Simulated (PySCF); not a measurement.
# CuHO (Cu ... HO): the cost of one run

Programs: PySCF 2.14.0, with routines of our own; each step states its level. All values are computed. Atoms count from 0.

## Step 1: The starting structure

3 atoms, charge 0, high-spin multiplicity 3; geometry from: GFN2-xTB fragments, placed rigidly.

The system (radical pair): Cu···HO. The radical centres are 2.56 Å apart; the spin sites are atom 0 (1 unpaired) and atoms 1, 2 (1 unpaired).

## Step 2: Magnetic exchange: CASSCF and SC-NEVPT2/def2-TZVP (2,2)

What the job is given:

```
{"job": {"kind": "cas", "basis": "def2-TZVP", "active": "magnetic", "zfs": true}, "charge": 0, "high_spin_multiplicity": 3, "spin_sites": [[[0], 1], [[1, 2], 1]]}
Cu    -0.612200    -0.000000    -1.425600
O      0.787800    -0.000000     0.712800
H     -0.175600     0.000000     0.712800
```

With the program's defaults for keys left out, this is: CASSCF and SC-NEVPT2/def2-TZVP spin states, gas phase.

Started as:

```sh
OMP_NUM_THREADS=1 python exch_run.py task.json out
```

This one command runs all jobs of the session in turn.

**Question.** How long does this run take on 1 thread of AMD EPYC 9R45, shared host?

About 2.9 s.
